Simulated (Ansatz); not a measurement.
# Cu3Pt: stress in a strained cell

Cu3Pt is deformed so: zz strain of -1 %. What stress and forces result, by LAPW, PAW and all-electron datasets made for the crystal?

Computed with Ansatz 0.2.0 (DFT LDA, scalar-relativistic, unless a step's input says otherwise).

## Step 1: The starting structure

Symmetry: Pm-3m, No. 221, cubic system. The conventional cell has a = 3.710 Å, b = 3.710 Å, c = 3.710 Å, α = 90.00°, β = 90.00°, γ = 90.00°. Cu (site symmetry 4/mmm) has 8 Cu at 2.62 Å and 4 Pt at 2.62 Å in its first shell of neighbours. Pt (site symmetry m-3m) is surrounded by 12 Cu at 2.62 Å.

Structure file:

```
CELL_PARAMETERS angstrom
3.71000 0.00000 0.00000
0.00000 3.71000 0.00000
0.00000 0.00000 3.71000
ATOMIC_POSITIONS crystal
Cu 0.00000 0.50000 0.50000
Cu 0.50000 0.00000 0.50000
Cu 0.50000 0.50000 0.00000
Pt 0.00000 0.00000 0.00000
```

Atoms are numbered in the order of the input: Cu1, Cu2, Cu3, Pt4.

## Step 2: After the deformation

Space group Pm-3m before, P4/mmm after.

## Step 3: All-electron LAPW

The input, input.yaml:

```yaml
crystal:
  lattice:
    - [3.71, 0.0, 0.0]
    - [0.0, 3.71, 0.0]
    - [0.0, 0.0, 3.6729]
  atoms:
    - { symbol: Cu, position: [0.0, 0.5, 0.5] }
    - { symbol: Cu, position: [0.5, 0.0, 0.5] }
    - { symbol: Cu, position: [0.5, 0.5, 0.0] }
    - { symbol: Pt, position: [0.0, 0.0, 0.0] }
kpoints:
  mp_grid: { grid: [9, 9, 9] }
  band_path:
    path:
      - [0.0, 0.0, 0.0]
      - [0.0, 0.5, 0.0]
      - [0.5, 0.5, 0.0]
      - [0.0, 0.0, 0.0]
      - [0.0, 0.0, 0.5]
      - [0.0, 0.5, 0.5]
      - [0.5, 0.5, 0.5]
      - [0.0, 0.0, 0.5]
      - [0.0, 0.5, 0.0]
    npoints: 5
scf:
  occupations: { method: fermi_dirac, width: 0.05 }
hamiltonian:
  xc: lda
  pseudopotentials: { kind: all_electron, lapw: { basis_error: 0.001 } }
output:
  forces: true
  stress: true
  eigenvalues: true
```

Command:

```console
$ ansatz run input.yaml --threads 1 --pin off --max-ram 4096MiB --backend cpu --events-out ev --progress --plain --runs-dir out
```

What it wrote:

```text
LAPW: plane waves up to 8.812 Å⁻¹, error target 1.0e-3 eV per atom; small_component_spin mean_spin; Cu in spheres of 1.276 Å, 19 of its electrons in bands, Dirac shells []; Pt in spheres of 1.334 Å, 42 of its electrons in bands, Dirac shells []
Engine: ansatz 0.2.0
Pseudopotentials: kind: all_electron
Pseudopotential: Cu, LAPW, valence charge 19, Koelling and Harmon's equation, gaussian nucleus
Pseudopotential: Pt, LAPW, valence charge 42, Koelling and Harmon's equation, gaussian nucleus
Functional definition: SPW92
  exchange = slater_x
  correlation = pw_c
Crystal: 4 atoms, lattice volume = 50.554 Å³
Basis set: ecut = 295.8287290950692 eV, 603 PW (Γ), exchange–correlation at level 2
Bands: 60, of which v1, the nominal top of the filled ones, is band 50 counted from 1 (49 counted from 0)
Symmetry: 16 space group operations
Space group: P4/mmm (ITA 123), of the structure as read, at distance tolerance 3.7e-5 Å
k-points: 75 of 729
Non-local potential: Cu, projectors of the file, none
Non-local potential: Pt, projectors of the file, none
Initial density: superposition of atomic densities (chi_scale 0.1, normalization cell, long waves kept (reshape's long-wave potential 0.00 eV rms))
Initial wavefunctions: plane waves of lowest kinetic energy (no species holds an atomic orbital)
Functional: x = slater, c = lda
iter 1 solved again at ethr=1.08e-3 eV; its pass at ethr=1.00e-1 eV (dr2=1.07e0 eV) is discarded
SCF iter   1: F=—  HF=-635578.032650 eV  |F-HF|=—  |Δ(HF+E_count)|=         —  Δρ=4.98e-2  dr2=1.07e0  ethr=1.08e-3  ⟨swp⟩=2.0  Hψ=29628  notcnv=0
preconditioner: auto → Kerker (q_TF=auto, 3.052 Å⁻¹)  [metal: Δε(μ)=0.007 eV  Ē_g=11.045 eV  σ=0.050 eV  W_gap=0.04  n_scr=26 (ndim 8)  ℏωp=34.2 eV  f_vac=0.000  D(μ)=3.97/eV (n_scr^D=32)]
SCF iter   2: F=—  HF=-635583.189696 eV  |F-HF|=—  |Δ(HF+E_count)|=    5.16e0  Δρ=5.85e-2  dr2=2.96e0  ethr=1.08e-3  ⟨swp⟩=3.0  Hψ=15188  notcnv=0  recentre
iter 3 solved again at ethr=5.71e-5 eV; its pass at ethr=1.08e-3 eV (dr2=5.65e-2 eV) is discarded
SCF iter   3: F=—  HF=-635574.755880 eV  |F-HF|=—  |Δ(HF+E_count)|=    8.43e0  Δρ=1.14e-2  dr2=5.65e-2  ethr=5.71e-5  ⟨swp⟩=2.0  Hψ=23083  notcnv=0
SCF iter   4: F=—  HF=-635574.715196 eV  |F-HF|=—  |Δ(HF+E_count)|=   4.07e-2  Δρ=8.62e-3  dr2=3.85e-2  ethr=5.71e-5  ⟨swp⟩=2.0  Hψ=12919  notcnv=0
SCF iter   5: F=—  HF=-635574.694522 eV  |F-HF|=—  |Δ(HF+E_count)|=   2.07e-2  Δρ=3.64e-3  dr2=9.40e-3  ethr=3.89e-5  ⟨swp⟩=2.0  Hψ=12589  notcnv=0
SCF iter   6: F=—  HF=-635574.699088 eV  |F-HF|=—  |Δ(HF+E_count)|=   4.57e-3  Δρ=3.06e-3  dr2=7.67e-3  ethr=9.50e-6  ⟨swp⟩=2.0  Hψ=12940  notcnv=0  recentre
SCF iter   7: F=—  HF=-635574.693476 eV  |F-HF|=—  |Δ(HF+E_count)|=   5.61e-3  Δρ=1.23e-3  dr2=8.88e-4  ethr=7.75e-6  ⟨swp⟩=2.0  Hψ=12740  notcnv=0
SCF iter   8: F=—  HF=-635574.693929 eV  |F-HF|=—  |Δ(HF+E_count)|=   4.52e-4  Δρ=9.51e-4  dr2=9.00e-4  ethr=8.97e-7  ⟨swp⟩=2.1  Hψ=12944  notcnv=0
SCF iter   9: F=—  HF=-635574.693207 eV  |F-HF|=—  |Δ(HF+E_count)|=   7.21e-4  Δρ=2.73e-4  dr2=7.54e-5  ethr=8.97e-7  ⟨swp⟩=2.0  Hψ=12889  notcnv=0
SCF iter  10: F=—  HF=-635574.693129 eV  |F-HF|=—  |Δ(HF+E_count)|=   7.83e-5  Δρ=1.10e-4  dr2=1.25e-5  ethr=7.62e-8  ⟨swp⟩=2.0  Hψ=12937  notcnv=0
SCF iter  11: F=—  HF=-635574.693117 eV  |F-HF|=—  |Δ(HF+E_count)|=   1.22e-5  Δρ=3.80e-5  dr2=1.66e-6  ethr=1.26e-8  ⟨swp⟩=2.0  Hψ=12937  notcnv=0
SCF iter  12: F=—  HF=-635574.693116 eV  |F-HF|=—  |Δ(HF+E_count)|=   7.58e-7  Δρ=1.05e-5  dr2=6.96e-8  ethr=1.68e-9  ⟨swp⟩=2.0  Hψ=12937  notcnv=0
SCF iter  13: F=—  HF=-635574.693116 eV  |F-HF|=—  |Δ(HF+E_count)|=   1.90e-7  Δρ=7.20e-6  dr2=3.02e-8  ethr=7.03e-11  ⟨swp⟩=2.0  Hψ=12938  notcnv=0
SCF iter  14: F=-635574.693116 eV  HF=-635574.693116 eV  |F-HF|=3.17e-8  |Δ(HF+E_count)|=   1.07e-8  Δρ=4.06e-6  dr2=9.19e-9  ethr=3.05e-11  ⟨swp⟩=2.0  Hψ=12937  notcnv=0
SCF 1 converged in 14 iterations: F = -635574.693116 eV  dr2 = 9.19e-9
NSCF: frozen V_eff on 41 k-points
SCF converged after 14 iterations
Free energy (F): -635574.693116 eV
Harris-Foulkes:  -635574.693116 eV  (|F-HF|=3.17e-8)
Internal energy: -635574.678047 eV  (E = F + TS)
E sigma→0 (E₀):  -635574.685582 eV
Entropy (-TS):   -0.015068 eV (-3.767 meV/atom)
Fermi energy:    19.497154 eV
--- Per-component energies (eV) ---
  E_band       = -4568.064099
  E_kinetic    = 705564.842055
  E_xc         = -14723.580383
  E_electrostatic = -1326415.939719  (all electrons and nuclei)
  E_smearing   = -0.015068  (= −TS)
  E_closure    = 0.000000  (closes the sum)
  E_atoms      = -635552.456777  (free atoms, spherical and without spin; not in F)
  Σ components = -635574.693116   (vs F -635574.693116, Δ=0.00e0)
  Basis errors (estimates in eV, not in F): energy 2.4e-4 per atom: plane waves 2.0e-4 (1.0e-4 summed), levels above the bands 4.7e-121, relativity 4.6e-9, radial functions 3.8e-5, core shells 3.5e-7; eigenvalues (radial functions only) 9.2e-7; not estimated: angular momenta, meshes, grids; target (lapw.basis_error) 1.0e-3; muffin-tin radii Cu 1.276 Å, Pt 1.334 Å
--- Forces (eV/Å), atoms counted from 1 ---
  atom   1  Cu    -0.00000000     0.00000000     0.00000000
  atom   2  Cu     0.00000000     0.00000000     0.00000000
  atom   3  Cu    -0.00000000     0.00000000     0.00000000
  atom   4  Pt     0.00000000     0.00000000     0.00000000
  max |Σ_I F_I| component: 6.90e-30 eV/Å
--- Stress (GPa, compression-positive) ---
      -10.713683       0.000000       0.000000
        0.000000     -10.713683       0.000000
        0.000000       0.000000     -10.118745
  P = ⅓ Tr σ = -10.5154 GPa (-105.154 kbar)
--- Band table (eV; the first three rows and the last of 75) ---
  k-point 0: bands = ["-282.8931", "-282.8931", "-282.8931", "-282.8813", "-282.8803", "-91.8347", "-91.8225", "-91.8185", "-78.5201", "-49.6857", "-49.6813", "-49.6813", "-49.6455", "-49.6455", "-49.6429", "-49.6266", "-49.6229", "-49.6229", "-47.1107", "-47.1024", "-47.1018", "-47.1018", "-47.0950", "-47.0950", "-47.0943", "-32.6510", "-32.6510", "-32.6493", "10.1678", "13.9952", "13.9976", "14.8574", "14.8598", "14.8598", "15.0885", "16.7581", "16.7581", "16.8149", "17.6716", "17.7177", "18.1637", "18.2846", "18.3015", "18.3015", "18.8366", "18.8510", "19.3691", "19.4191", "19.4191", "21.2664", "21.2664", "21.4706", "26.6845", "28.2900", "28.4506", "31.0585", "31.0585", "31.1596", "33.5325", "33.5325"]
  k-point 1: bands = ["-282.8931", "-282.8931", "-282.8931", "-282.8813", "-282.8803", "-91.8344", "-91.8227", "-91.8185", "-78.5200", "-49.6840", "-49.6801", "-49.6801", "-49.6460", "-49.6460", "-49.6430", "-49.6284", "-49.6235", "-49.6235", "-47.1107", "-47.1025", "-47.1018", "-47.1018", "-47.0950", "-47.0950", "-47.0943", "-32.6510", "-32.6510", "-32.6504", "10.3258", "14.0712", "14.0714", "14.9036", "14.9134", "14.9134", "15.1309", "16.7625", "16.7976", "16.7976", "17.6751", "17.6868", "18.1244", "18.1335", "18.1335", "18.2847", "18.7506", "18.7815", "19.0483", "19.0483", "19.3627", "20.7294", "21.8433", "21.8433", "26.9874", "28.1264", "29.1926", "31.0488", "31.0488", "31.0644", "32.8395", "33.1814"]
  k-point 2: bands = ["-282.8931", "-282.8931", "-282.8931", "-282.8813", "-282.8803", "-91.8337", "-91.8234", "-91.8185", "-78.5200", "-49.6792", "-49.6769", "-49.6769", "-49.6478", "-49.6478", "-49.6431", "-49.6334", "-49.6250", "-49.6250", "-47.1107", "-47.1025", "-47.1018", "-47.1018", "-47.0950", "-47.0950", "-47.0943", "-32.6532", "-32.6510", "-32.6510", "10.7880", "14.2154", "14.2803", "15.0344", "15.0737", "15.0737", "15.2625", "16.6154", "16.9150", "16.9150", "17.5550", "17.6424", "17.6424", "17.7261", "18.0021", "18.2850", "18.4092", "18.5330", "18.5330", "18.6447", "19.3471", "19.4004", "22.9892", "22.9892", "27.2770", "27.7306", "30.4014", "30.4014", "30.8481", "30.8879", "31.7120", "33.2535"]
  k-point 74: bands = ["-282.8931", "-282.8931", "-282.8931", "-282.8813", "-282.8803", "-91.8319", "-91.8219", "-91.8217", "-78.5198", "-49.7015", "-49.6756", "-49.6756", "-49.6679", "-49.6335", "-49.6281", "-49.6267", "-49.6265", "-49.6223", "-47.1107", "-47.1024", "-47.1018", "-47.1018", "-47.0950", "-47.0950", "-47.0943", "-32.6566", "-32.6565", "-32.6559", "13.8771", "13.9417", "13.9475", "14.6021", "16.4221", "16.5006", "16.6941", "16.7529", "16.7876", "16.8026", "16.8373", "16.8724", "17.8985", "17.9061", "17.9312", "18.1719", "18.5277", "18.5655", "18.5896", "18.7433", "18.7441", "19.5502", "19.7304", "19.7324", "23.5910", "25.0063", "25.0521", "25.4701", "37.8999", "38.0486", "38.2145", "38.4986"]
```

Wall time 2.3 min (1 thread of Arm Neoverse V2, shared host); peak memory 0.81 GiB.

Result: pressure -10.52 GPa; no gap.

[end of part 1 of 2]
